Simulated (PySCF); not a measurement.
# CrF4: ligand-field states, part 2 of 2

PySCF 2.14.0. Atoms count from 0. The steps go on from the part before.

### 6 Ligand-field states: state-averaged CASSCF (angle to the S4 axis at 65°)

Job settings and geometry (Å):

```
{"job": {"kind": "lf", "basis": {"metal": "x2c-TZVPall", "ligand": "x2c-SVPall"}, "nevpt": true, "reuse": true}, "charge": 0, "metal": "Cr", "open_shell": "d2"}
Cr     0.000000     0.000000     0.000000
F      1.108682     1.108682     0.731130
F     -1.108682    -1.108682     0.731130
F     -1.108682     1.108682    -0.731130
F      1.108682    -1.108682    -0.731130
```

Level: state-averaged CASSCF of the metal d shell, SC-NEVPT2 on the averaged canonical orbitals, state-interaction spin-orbit coupling.

The log of the run:

```text
basis functions 104, electrons 60, active (2e, 5o)
start from the orbitals of the previous structure
stage 1: DIIS on the effective Fock matrix, level shift 0.30
cycle   1  E = -1446.7936556901  dE = -1.447e+03  max|g| = 1.131e+00
cycle   2  E = -1447.3003604406  dE = -5.067e-01  max|g| = 2.082e-01
cycle   3  E = -1447.3374769374  dE = -3.712e-02  max|g| = 7.418e-02
cycle   4  E = -1447.3315323041  dE =  5.945e-03  max|g| = 1.321e-01
cycle   5  E = -1447.3340437500  dE = -2.511e-03  max|g| = 1.128e-01
cycle   6  E = -1447.3404000565  dE = -6.356e-03  max|g| = 7.713e-02
cycle   7  E = -1447.3406892920  dE = -2.892e-04  max|g| = 8.314e-02
cycle   8  E = -1447.3411999811  dE = -5.107e-04  max|g| = 7.873e-02
cycle   9  E = -1447.3415594387  dE = -3.595e-04  max|g| = 7.666e-02
cycle  10  E = -1447.3417995983  dE = -2.402e-04  max|g| = 7.333e-02
cycle  11  E = -1447.3414453840  dE =  3.542e-04  max|g| = 7.859e-02
cycle  12  E = -1447.3408779766  dE =  5.674e-04  max|g| = 8.506e-02
cycle  13  E = -1447.3394127116  dE =  1.465e-03  max|g| = 9.934e-02
cycle  14  E = -1447.3367222552  dE =  2.690e-03  max|g| = 1.200e-01
cycle  15  E = -1447.3348984645  dE =  1.824e-03  max|g| = 1.290e-01
stage 2: quasi-Newton rotations from the point of smallest gradient
cycle  17  E = -1447.3433265448  dE = -1.527e-03  max|g| = 4.807e-02
cycle  18  E = -1447.3449387164  dE = -1.612e-03  max|g| = 1.331e-02
cycle  19  E = -1447.3449903816  dE = -5.167e-05  max|g| = 2.619e-03
cycle  20  E = -1447.3449950155  dE = -4.634e-06  max|g| = 2.975e-04
cycle  21  E = -1447.3449951881  dE = -1.726e-07  max|g| = 1.338e-04
cycle  22  E = -1447.3449952294  dE = -4.130e-08  max|g| = 3.019e-05
cycle  23  E = -1447.3449952335  dE = -4.091e-09  max|g| = 1.553e-05
cycle  24  E = -1447.3449952338  dE = -3.122e-10  max|g| = 2.754e-06
converged average energy = -1447.3449952338

 mult deg   label        CASSCF/cm-1   NEVPT2/cm-1
   3   1   3B1                 0.0           0.0
   3   2   3E               7131.4        8475.6
   1   1   1A1             13819.5       11102.2
   1   1   1B1             15200.8       13476.1
   3   2   3E              14967.3       15451.5
   3   1   3A2             13741.0       16653.7
   1   2   1E              21048.0       19956.0
   3   1   3B2             17348.5       19958.9
   1   1   1A1             25020.2       23603.7
   1   2   1E              25689.9       24908.0
   1   1   1B2             27822.2       27922.8
   1   1   1B1             28637.1       28837.3
   3   2   3E              31432.7       33037.1
   3   1   3A2             35075.0       34589.0
   1   1   1B2             35129.0       34859.5
   1   1   1A2             40502.0       41150.0
   1   1   1A1             42284.2       41394.2
   1   2   1E              43277.3       44126.1
   1   1   1A1             68927.5       65226.8

spin-orbit levels / cm-1
      0.00  x1  3B1 1.00
      3.37  x2  3B1 1.00
   8405.35  x1  3E 0.98
   8472.61  x1  3E 1.00
   8489.89  x2  3E 1.00
   8503.32  x1  3E 1.00
   8515.40  x1  3E 1.00
  11159.83  x1  1A1 0.98
  13391.72  x1  1B1 0.95 3E 0.05
  15331.21  x1  3E 1.00
  15409.75  x1  3E 0.95 1B1 0.05
  15456.94  x2  3E 0.99
  15598.48  x1  3E 0.99
  15609.54  x1  3E 1.00
  16668.11  x2  3A2 0.99
  16695.73  x1  3A2 0.99
  19868.69  x2  3B2 0.52 1E 0.47
  19990.27  x1  3B2 1.00
  20103.93  x2  1E 0.52 3B2 0.48
  23622.64  x1  1A1 1.00
  24920.61  x2  1E 1.00
  27926.02  x1  1B2 1.00
  28862.26  x1  1B1 1.00
  33007.49  x1  3E 0.99
  33029.55  x1  3E 1.00
  33054.56  x2  3E 0.99
  33082.78  x1  3E 0.98
  33088.25  x1  3E 1.00
  34618.00  x2  3A2 0.99
  34628.96  x1  3A2 0.99
```

Run time: 3.5 s. Hardware: 1 thread of Arm Neoverse V1, shared host; peak memory 0.27 GiB.

Warnings kept with the result: strongly covalent, metal-shell active space is small for this complex.

In short:

| quantity | value |
| --- | --- |
| spin-orbit constant ζ | 246 cm⁻¹ |

Powder susceptibility:

| T (K) | χT (cm³ K/mol) | μ(eff) |
| --- | --- | --- |
| 2 | 0.650 | 2.28 |
| 20 | 0.921 | 2.71 |
| 100 | 0.935 | 2.73 |
| 300 | 0.962 | 2.77 |

### 7 Ligand-field states: state-averaged CASSCF (angle to the S4 axis at 72°)

Job settings and geometry (Å):

```
{"job": {"kind": "lf", "basis": {"metal": "x2c-TZVPall", "ligand": "x2c-SVPall"}, "nevpt": true, "reuse": true}, "charge": 0, "metal": "Cr", "open_shell": "d2"}
Cr     0.000000     0.000000     0.000000
F      1.163422     1.163422     0.534599
F     -1.163422    -1.163422     0.534599
F     -1.163422     1.163422    -0.534599
F      1.163422    -1.163422    -0.534599
```

With the program's defaults for keys left out, this is: state-averaged CASSCF of the metal d shell, SC-NEVPT2 on the averaged canonical orbitals, state-interaction spin-orbit coupling.

The log of the run:

```text
basis functions 104, electrons 60, active (2e, 5o)
start from the orbitals of the previous structure
stage 1: DIIS on the effective Fock matrix, level shift 0.30
cycle   1  E = -1446.2559960553  dE = -1.446e+03  max|g| = 1.394e+00
cycle   2  E = -1447.2339745346  dE = -9.780e-01  max|g| = 2.638e-01
cycle   3  E = -1447.3031704125  dE = -6.920e-02  max|g| = 1.096e-01
cycle   4  E = -1447.2926175867  dE =  1.055e-02  max|g| = 2.031e-01
cycle   5  E = -1447.2950514409  dE = -2.434e-03  max|g| = 1.549e-01
cycle   6  E = -1447.3088099373  dE = -1.376e-02  max|g| = 1.198e-01
cycle   7  E = -1447.3094977117  dE = -6.878e-04  max|g| = 1.244e-01
cycle   8  E = -1447.3118269118  dE = -2.329e-03  max|g| = 1.092e-01
cycle   9  E = -1447.3137037530  dE = -1.877e-03  max|g| = 1.128e-01
cycle  10  E = -1447.3119074100  dE =  1.796e-03  max|g| = 1.224e-01
cycle  11  E = -1447.3078455998  dE =  4.062e-03  max|g| = 1.404e-01
cycle  12  E = -1447.2960638154  dE =  1.178e-02  max|g| = 1.781e-01
cycle  13  E = -1447.2629699847  dE =  3.309e-02  max|g| = 2.564e-01
cycle  14  E = -1447.1796070367  dE =  8.336e-02  max|g| = 4.077e-01
cycle  15  E = -1446.9407108357  dE =  2.389e-01  max|g| = 7.563e-01
stage 2: quasi-Newton rotations from the point of smallest gradient
cycle  17  E = -1447.3171323544  dE = -5.305e-03  max|g| = 7.969e-02
cycle  18  E = -1447.3212993960  dE = -4.167e-03  max|g| = 2.296e-02
cycle  19  E = -1447.3214678865  dE = -1.685e-04  max|g| = 4.164e-03
cycle  20  E = -1447.3214818502  dE = -1.396e-05  max|g| = 5.132e-04
cycle  21  E = -1447.3214822182  dE = -3.680e-07  max|g| = 1.795e-04
cycle  22  E = -1447.3214822791  dE = -6.094e-08  max|g| = 4.382e-05
cycle  23  E = -1447.3214822838  dE = -4.683e-09  max|g| = 2.149e-05
cycle  24  E = -1447.3214822845  dE = -7.230e-10  max|g| = 4.583e-06
converged average energy = -1447.3214822845

 mult deg   label        CASSCF/cm-1   NEVPT2/cm-1
   3   1   3B1                 0.0           0.0
   3   2   3E               3611.5        4577.9
   1   1   1A1             12075.8        8461.2
   3   1   3A2              7432.4       10052.1
   3   2   3E              12200.9       12498.9
   1   1   1B1             14500.1       13267.9
   1   2   1E              16707.1       15089.2
   1   1   1B2             22211.5       22195.4
   1   1   1B1             22691.1       22433.3
   1   2   1E              23148.1       22838.6
   1   1   1A1             23314.4       22969.6
   3   1   3B2             21603.4       24883.0
   3   2   3E              32854.4       35898.4
   1   1   1B2             38215.1       38650.1
   1   1   1A1             41903.7       39382.9
   3   1   3A2             40941.1       42023.3
   1   2   1E              44902.2       46886.4
   1   1   1A2             47036.9       49041.7
   1   1   1A1             76854.2       76376.8

spin-orbit levels / cm-1
      0.00  x1  3B1 0.99
      9.00  x2  3B1 1.00
   4499.38  x1  3E 0.99
   4562.56  x1  3E 1.00
   4605.21  x2  3E 0.99
   4645.26  x1  3E 1.00
   4666.43  x1  3E 0.99
   8518.94  x1  1A1 0.99
  10081.29  x2  3A2 0.99
  10103.58  x1  3A2 0.99
  12175.52  x1  3E 0.84 1B1 0.16
  12392.45  x1  3E 1.00
  12525.43  x2  3E 1.00
  12665.65  x1  3E 1.00
  12667.24  x1  3E 1.00
  13503.01  x1  1B1 0.84 3E 0.16
  15134.23  x2  1E 1.00
  22228.30  x1  1B2 1.00
  22461.22  x1  1B1 1.00
  22864.69  x2  1E 1.00
  22999.04  x1  1A1 1.00
  24913.32  x2  3B2 1.00
  24919.50  x1  3B2 1.00
  35891.29  x1  3E 0.99
  35924.63  x1  3E 1.00
  35929.86  x1  3E 1.00
  35933.05  x2  3E 1.00
  35940.82  x1  3E 1.00
  38711.99  x1  1B2 0.99
  39420.84  x1  1A1 1.00
```

Run time: 3.4 s. Hardware: 1 thread of Arm Neoverse V1, shared host; peak memory 0.27 GiB.

Warnings kept with the result: strongly covalent, metal-shell active space is small for this complex.

Key values:

| quantity | value |
| --- | --- |
| spin-orbit constant ζ | 250 cm⁻¹ |

Powder susceptibility:

| T (K) | χT (cm³ K/mol) | μ(eff) |
| --- | --- | --- |
| 2 | 0.256 | 1.43 |
| 20 | 0.847 | 2.60 |
| 100 | 0.893 | 2.67 |
| 300 | 0.938 | 2.74 |

### 8 Ligand-field states: state-averaged CASSCF (angle to the S4 axis at 80°)

Job settings and geometry (Å):

```
{"job": {"kind": "lf", "basis": {"metal": "x2c-TZVPall", "ligand": "x2c-SVPall"}, "nevpt": true, "reuse": true}, "charge": 0, "metal": "Cr", "open_shell": "d2"}
Cr     0.000000     0.000000     0.000000
F      1.204710     1.204710     0.300411
F     -1.204710    -1.204710     0.300411
F     -1.204710     1.204710    -0.300411
F      1.204710    -1.204710    -0.300411
```

With the program's defaults for keys left out, this is: state-averaged CASSCF of the metal d shell, SC-NEVPT2 on the averaged canonical orbitals, state-interaction spin-orbit coupling.

The log of the run:

```text
basis functions 104, electrons 60, active (2e, 5o)
start from the orbitals of the previous structure
stage 1: DIIS on the effective Fock matrix, level shift 0.30
cycle   1  E = -1445.8544591914  dE = -1.446e+03  max|g| = 1.569e+00
cycle   2  E = -1447.1689631283  dE = -1.315e+00  max|g| = 3.946e-01
cycle   3  E = -1447.2626130252  dE = -9.365e-02  max|g| = 1.494e-01
cycle   4  E = -1447.2580275173  dE =  4.586e-03  max|g| = 2.224e-01
cycle   5  E = -1447.2430754776  dE =  1.495e-02  max|g| = 2.138e-01
cycle   6  E = -1447.2358612770  dE =  7.214e-03  max|g| = 2.513e-01
cycle   7  E = -1447.2130016215  dE =  2.286e-02  max|g| = 3.071e-01
cycle   8  E = -1447.1861723882  dE =  2.683e-02  max|g| = 3.715e-01
cycle   9  E = -1447.1114110691  dE =  7.476e-02  max|g| = 5.098e-01
cycle  10  E = -1446.9234411307  dE =  1.880e-01  max|g| = 7.953e-01
cycle  11  E = -1446.3278920466  dE =  5.955e-01  max|g| = 1.424e+00
cycle  12  E = -1444.8736824703  dE =  1.454e+00  max|g| = 2.014e+00
cycle  13  E = -1442.7784734490  dE =  2.095e+00  max|g| = 2.408e+00
cycle  14  E = -1441.6812191133  dE =  1.097e+00  max|g| = 2.715e+00
cycle  15  E = -1441.2019316083  dE =  4.793e-01  max|g| = 2.841e+00
stage 2: quasi-Newton rotations from the point of smallest gradient
cycle  17  E = -1447.2801838140  dE = -1.757e-02  max|g| = 1.196e-01
cycle  18  E = -1447.2902480037  dE = -1.006e-02  max|g| = 3.771e-02
cycle  19  E = -1447.2910464948  dE = -7.985e-04  max|g| = 7.219e-03
cycle  20  E = -1447.2911615116  dE = -1.150e-04  max|g| = 2.735e-03
cycle  21  E = -1447.2911781284  dE = -1.662e-05  max|g| = 1.321e-03
cycle  22  E = -1447.2911795490  dE = -1.421e-06  max|g| = 4.375e-04
cycle  23  E = -1447.2911798208  dE = -2.719e-07  max|g| = 2.139e-04
cycle  24  E = -1447.2911798604  dE = -3.960e-08  max|g| = 4.991e-05
cycle  25  E = -1447.2911798654  dE = -4.994e-09  max|g| = 1.446e-05
cycle  26  E = -1447.2911798660  dE = -5.671e-10  max|g| = 5.586e-06
converged average energy = -1447.2911798660

 mult deg   label        CASSCF/cm-1   NEVPT2/cm-1
   3   1   3B1                 0.0           0.0
   3   2   3E                 25.7         533.8
   3   1   3A2              1007.6        3492.4
   1   1   1A1             10232.4        5656.7
   3   2   3E               9484.6       10029.3
   1   2   1E              12497.3       10411.5
   1   1   1B1             12259.1       12182.9
   1   1   1B2             15853.7       15960.6
   1   1   1B1             18706.7       17424.9
   1   1   1A1             20683.0       20939.4
   1   2   1E              20770.6       21045.7
   3   1   3B2             25643.5       29679.3
   1   1   1A1             41387.7       38547.0
   3   2   3E              34394.6       38870.1
   1   1   1B2             42057.2       43126.0
   3   1   3A2             46832.9       49628.7
   1   2   1E              46268.0       49721.8
   1   1   1A2             53206.0       56789.4
   1   1   1A1             86039.3       88433.1

spin-orbit levels / cm-1
      0.00  x1  3B1 0.83 3E 0.17
     57.60  x2  3B1 0.86 3E 0.13
    551.70  x1  3E 0.98
    629.07  x1  3E 1.00
    755.60  x1  3E 1.00
    763.57  x2  3E 0.86 3B1 0.14
    907.52  x1  3E 0.83 3B1 0.17
   3669.85  x2  3A2 0.99
   3698.93  x1  3A2 0.98
   5841.91  x1  1A1 0.99
   9937.08  x1  3E 0.96 1B1 0.04
  10050.80  x1  3E 1.00
  10171.04  x2  3E 0.95 1E 0.04
  10329.27  x1  3E 1.00
  10332.37  x1  3E 1.00
  10604.59  x2  1E 0.95 3E 0.04
  12454.52  x1  1B1 0.96 3E 0.04
  16129.00  x1  1B2 1.00
  17583.91  x1  1B1 1.00
  21103.28  x1  1A1 1.00
  21205.56  x2  1E 1.00
  29838.95  x2  3B2 1.00
  29839.76  x1  3B2 1.00
  38666.08  x1  1A1 0.90 3E 0.10
  38968.69  x1  3E 0.99
  38997.19  x1  3E 1.00
  39037.16  x2  3E 1.00
  39077.24  x1  3E 1.00
  39121.26  x1  3E 0.90 1A1 0.10
  43311.51  x1  1B2 0.99
```

Wall time 3.5 s (1 thread of Arm Neoverse V1, shared host); peak memory 0.27 GiB.

Warnings kept with the result: strongly covalent, metal-shell active space is small for this complex.

Key values:

| quantity | value |
| --- | --- |
| spin-orbit constant ζ | 254 cm⁻¹ |

Powder susceptibility:

| T (K) | χT (cm³ K/mol) | μ(eff) |
| --- | --- | --- |
| 2 | 0.012 | 0.31 |
| 20 | 0.128 | 1.01 |
| 100 | 0.425 | 1.84 |
| 300 | 0.721 | 2.40 |

### 9 Ligand-field states: state-averaged CASSCF (angle to the S4 axis at 90°)

Job settings and geometry (Å):

```
{"job": {"kind": "lf", "basis": {"metal": "x2c-TZVPall", "ligand": "x2c-SVPall"}, "nevpt": true, "reuse": true}, "charge": 0, "metal": "Cr", "open_shell": "d2"}
Cr     0.000000     0.000000     0.000000
F      1.223295     1.223295     0.000000
F     -1.223295    -1.223295     0.000000
F     -1.223295     1.223295     0.000000
F      1.223295    -1.223295     0.000000
```

With the program's defaults for keys left out, this is: state-averaged CASSCF of the metal d shell, SC-NEVPT2 on the averaged canonical orbitals, state-interaction spin-orbit coupling.

The log of the run:

```text
basis functions 104, electrons 60, active (2e, 5o)
start from the orbitals of the previous structure
stage 1: DIIS on the effective Fock matrix, level shift 0.30
cycle   1  E = -1444.9832581301  dE = -1.445e+03  max|g| = 1.934e+00
cycle   2  E = -1447.0518914029  dE = -2.069e+00  max|g| = 6.621e-01
cycle   3  E = -1447.2222232065  dE = -1.703e-01  max|g| = 2.015e-01
cycle   4  E = -1447.0940952798  dE =  1.281e-01  max|g| = 6.141e-01
cycle   5  E = -1446.9425651479  dE =  1.515e-01  max|g| = 8.184e-01
cycle   6  E = -1446.4701697179  dE =  4.724e-01  max|g| = 1.314e+00
cycle   7  E = -1445.6873036321  dE =  7.829e-01  max|g| = 1.862e+00
cycle   8  E = -1444.4673453220  dE =  1.220e+00  max|g| = 2.028e+00
cycle   9  E = -1443.6231730791  dE =  8.442e-01  max|g| = 2.661e+00
cycle  10  E = -1442.9101971329  dE =  7.130e-01  max|g| = 2.185e+00
cycle  11  E = -1442.5028944086  dE =  4.073e-01  max|g| = 2.014e+00
cycle  12  E = -1442.2713902736  dE =  2.315e-01  max|g| = 2.089e+00
cycle  13  E = -1442.2140985876  dE =  5.729e-02  max|g| = 2.141e+00
cycle  14  E = -1442.1219205796  dE =  9.218e-02  max|g| = 2.218e+00
cycle  15  E = -1441.9917319512  dE =  1.302e-01  max|g| = 2.201e+00
stage 2: quasi-Newton rotations from the point of smallest gradient
cycle  17  E = -1447.2471785369  dE = -2.496e-02  max|g| = 2.141e-01
cycle  18  E = -1447.2703079057  dE = -2.313e-02  max|g| = 4.111e-02
cycle  19  E = -1447.2714408696  dE = -1.133e-03  max|g| = 6.909e-03
cycle  20  E = -1447.2716147888  dE = -1.739e-04  max|g| = 3.431e-03
cycle  21  E = -1447.2716295585  dE = -1.477e-05  max|g| = 1.598e-03
cycle  22  E = -1447.2716321495  dE = -2.591e-06  max|g| = 3.399e-04
cycle  23  E = -1447.2716323078  dE = -1.583e-07  max|g| = 9.454e-05
cycle  24  E = -1447.2716323234  dE = -1.557e-08  max|g| = 1.976e-05
cycle  25  E = -1447.2716323248  dE = -1.478e-09  max|g| = 9.235e-06
converged average energy = -1447.2716323248

 mult deg   label        CASSCF/cm-1   NEVPT2/cm-1
   3   2   3Eg                 0.0           0.0
   3   1   3A2g             -514.0        1757.1
   3   1   3B2g             1983.6        1765.9
   1   1   1A1g            11097.4        5752.3
   1   2   1Eg             12175.4        9628.0
   3   2   3Eg             10048.7       10688.2
   1   1   1B2g            12016.2       12246.5
   1   1   1B1g            14344.4       14380.4
   1   1   1B2g            19683.5       17795.6
   1   1   1A1g            20979.7       21149.5
   1   2   1Eg             21547.3       22021.4
   3   1   3B1g            29779.9       34074.3
   1   1   1A1g            43408.6       40655.9
   3   2   3Eg             37325.9       42457.0
   1   1   1B1g            46153.8       47387.8
   1   2   1Eg             48978.4       53235.8
   3   1   3A2g            52179.7       55844.5
   1   1   1A2g            58647.7       63051.0
   1   1   1A1g            93445.5       97247.7

spin-orbit levels / cm-1
      0.00  x1  3Eg 0.96 3A2g 0.04
    104.23  x1  3Eg 1.00
    108.55  x2  3Eg 0.96
    185.36  x1  3Eg 0.96 3B2g 0.04
    257.65  x1  3Eg 1.00
   1943.51  x2  3B2g 0.53 3A2g 0.47
   2002.34  x2  3A2g 0.50 3B2g 0.46 3Eg 0.04
   2011.63  x1  3B2g 0.96 3Eg 0.04
   2015.95  x1  3A2g 0.96 3Eg 0.04
   5957.52  x1  1A1g 1.00
   9816.18  x2  1Eg 0.99
  10588.35  x1  3Eg 0.93 1B2g 0.07
  10725.69  x1  3Eg 1.00
  10880.33  x2  3Eg 0.99
  11015.04  x1  3Eg 1.00
  11019.90  x1  3Eg 1.00
  12562.43  x1  1B2g 0.93 3Eg 0.07
  14572.42  x1  1B1g 1.00
  17979.81  x1  1B2g 1.00
  21337.61  x1  1A1g 1.00
  22204.29  x2  1Eg 1.00
  34255.01  x1  3B1g 1.00
  34255.28  x2  3B1g 1.00
  40834.04  x1  1A1g 0.99
  42561.99  x1  3Eg 1.00
  42589.23  x1  3Eg 1.00
  42646.38  x2  3Eg 1.00
  42704.36  x1  3Eg 1.00
  42711.89  x1  3Eg 1.00
  47593.07  x1  1B1g 1.00
```

Run time: 3.4 s. Hardware: 1 thread of Arm Neoverse V1, shared host; peak memory 0.27 GiB.

Warnings kept with the result: strongly covalent, metal-shell active space is small for this complex.

From this job:

| quantity | value |
| --- | --- |
| spin-orbit constant ζ | 258 cm⁻¹ |

Powder susceptibility:

| T (K) | χT (cm³ K/mol) | μ(eff) |
| --- | --- | --- |
| 2 | 0.011 | 0.30 |
| 20 | 0.115 | 0.96 |
| 100 | 0.523 | 2.05 |
| 300 | 0.816 | 2.56 |

### 10 The runs side by side

From the NEVPT2 states (cm⁻¹; the spread is that of the fitted one-electron ligand-field levels):

| step | setting | ground state | next state | orbital spread | Racah B | ζ | μ(eff), 300 K |
| --- | --- | --- | --- | --- | --- | --- | --- |
| 2 | as given | 3A2 | 3T2 at 12953 | 10972 | 876 | 245 | 2.78 |
| 3 | angle to the S4 axis at 45 | 3B1 | 3B2 at 7247 | 17975 | 819 | 246 | 2.78 |
| 4 | angle to the S4 axis at 50 | 3B1 | 3B2 at 10055 | 14351 | 850 | 245 | 2.78 |
| 5 | angle to the S4 axis at 60 | 3B1 | 3E at 10940 | 16204 | 884 | 246 | 2.78 |
| 6 | angle to the S4 axis at 65 | 3B1 | 3E at 8476 | 21960 | 926 | 246 | 2.77 |
| 7 | angle to the S4 axis at 72 | 3B1 | 3E at 4578 | 30058 | 975 | 250 | 2.74 |
| 8 | angle to the S4 axis at 80 | 3B1 | 3E at 534 | 37900 | 1017 | 254 | 2.40 |
| 9 | angle to the S4 axis at 90 | 3Eg | 3A2g at 1757 | 42379 | 1042 | 258 | 2.56 |

### 11 Summary of results

The summary covers parts 1 to 2.

```
                                                         quantity       value
            spin-orbit constant ζ (step 2, state-averaged CASSCF)    245 cm⁻¹
ground multiplicity, μ(eff) at 300 K (step 2, 4 donors at 1.73 Å)  3, 2.78 μB
ground multiplicity, μ(eff) at 300 K (step 3, 4 donors at 1.73 Å)  3, 2.78 μB
ground multiplicity, μ(eff) at 300 K (step 4, 4 donors at 1.73 Å)  3, 2.78 μB
ground multiplicity, μ(eff) at 300 K (step 5, 4 donors at 1.73 Å)  3, 2.78 μB
ground multiplicity, μ(eff) at 300 K (step 6, 4 donors at 1.73 Å)  3, 2.77 μB
ground multiplicity, μ(eff) at 300 K (step 7, 4 donors at 1.73 Å)  3, 2.74 μB
ground multiplicity, μ(eff) at 300 K (step 8, 4 donors at 1.73 Å)  3, 2.40 μB
ground multiplicity, μ(eff) at 300 K (step 9, 4 donors at 1.73 Å)  3, 2.56 μB
```

In step 2, χT goes from 0.94 at 2 K to 0.97 cm³ K/mol at 300 K: nearly flat, so one level governs the whole range. The spread of the ligand-field levels runs from 10972 cm⁻¹ (as given) to 42379 cm⁻¹ (angle to the S4 axis at 90); μ(eff) at 300 K: 2.40 to 2.78 μB. The bonding is strongly covalent, and an active space of the metal's shell alone is small for it, so these values are rough.
